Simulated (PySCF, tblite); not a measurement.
# C7H8O2Si: geometry, infrared bands and NMR shifts

What infrared bands and NMR shifts should C7H8O2Si (`C=C=C(C#C[SiH2]C)C(=O)O`) show?

The runs use tblite 0.8.0 and PySCF 2.14.0, with density-fitted response routines of our own; the level of theory stands in each step. All values are computed, except where a source is named. Atoms count from 0, in the outputs and in this text.

### Step 1. The starting structure

18 atoms, charge 0, multiplicity 1; geometry from: force field or distance geometry start.

Bonds of the start (Å): C0–C1 1.31, C1–C2 1.29, C2–C3 1.42, C3–C4 1.21, C4–Si5 1.87, Si5–C6 1.85, C2–C7 1.49, C7–O8 1.22, C7–O9 1.35, C0–H10 1.08, C0–H11 1.09, Si5–H12 1.49, Si5–H13 1.48, C6–H14 1.09, C6–H15 1.10, C6–H16 1.10, O9–H17 0.98.

### Step 2. Relaxing the molecule with GFN2-xTB

Job settings and geometry (Å):

```
{"job": {"kind": "relax", "xc": "GFN2-xTB", "basis": "xTB"}, "charge": 0, "multiplicity": 1}
C      2.911000    -2.122100    -1.605400
C      2.210400    -1.069400    -1.260600
C      1.537600    -0.027600    -0.894200
C      0.319900    -0.244200    -0.186800
C     -0.699100    -0.447800     0.435900
Si    -2.290000    -0.730200     1.370300
C     -3.134800     0.860800     1.793100
C      2.021300     1.333900    -1.242800
O      3.040600     1.596800    -1.857400
O      1.195900     2.310900    -0.811000
H      3.827500    -2.009300    -2.155900
H      2.555800    -3.120200    -1.354500
H     -1.996600    -1.475400     2.632400
H     -3.195400    -1.574800     0.560400
H     -3.396000     1.430500     0.897100
H     -2.501300     1.495100     2.431400
H     -4.060600     0.674600     2.352300
H      1.645300     3.124500    -1.116000
```

Command:

```console
$ OMP_NUM_THREADS=1 python probes_run.py task.json out
```

One launch serves the whole session: the jobs run in the order shown.

**Question.** This job is followed by: GFN2-xTB harmonic vibrations, gas phase; GIAO PBE0/pcSseg-1 NMR shielding, non-relativistic, gas phase. Predict these results of the whole session: strongest single infrared mode (GFN2-xTB); zero-point energy (GFN2-xTB); ¹³C shifts against TMS (PBE0/pcSseg-1); ¹H shifts against TMS (PBE0/pcSseg-1, means over atoms taken as alike); ²⁹Si shifts against TMS (PBE0/pcSseg-1); ¹⁷O shifts against H2O (PBE0/pcSseg-1); surface potential, 1st and 99th percentile.

**Answer**, as computed:

```
                                                              quantity                                             value
                             strongest single infrared mode (GFN2-xTB)                             1759 cm⁻¹, 524 km/mol
                                          zero-point energy (GFN2-xTB)                                     76.0 kcal/mol
                                ¹³C shifts against TMS (PBE0/pcSseg-1)  239.7, 169.5, 105.9, 103.5, 91.2, 85.8, -5.1 ppm
¹H shifts against TMS (PBE0/pcSseg-1, means over atoms taken as alike)                        6.27, 5.70, 4.56, 0.36 ppm
                               ²⁹Si shifts against TMS (PBE0/pcSseg-1)                                         -68.8 ppm
                                ¹⁷O shifts against H2O (PBE0/pcSseg-1)                                  425.3, 216.4 ppm
                                 surface potential, 1st and 99th percentile                                -1.60 V and 2.19 V
```

Relaxing lowered the energy by 1.948 eV in 109 steps; the close pair that moved most is Si5–C6, from 1.850 to 1.897 Å. All 48 modes are real, so the xTB geometry is a minimum. The strongest single mode, at 1759 cm⁻¹, moves mainly C7 and O8. Unscaled tight-binding wavenumbers are off by several per cent, some by more. Its intensities can rank the bands wrongly. C1 (central carbon of an allene) lies farthest downfield among carbon, at 239.7 ppm; the central sp carbon of an allene is among the most deshielded carbons of hydrocarbons. At PBE0/pcSseg-1: Shielding is most anisotropic at O8 (span 592 ppm, paramagnetic term -485 ppm). At PBE0/pcSseg-1, counted by nearest atom on the grid, the HOMO lies on C4 32 %; C1, C3 about 19 % each, the LUMO on C1 34 %; C2 14 %.
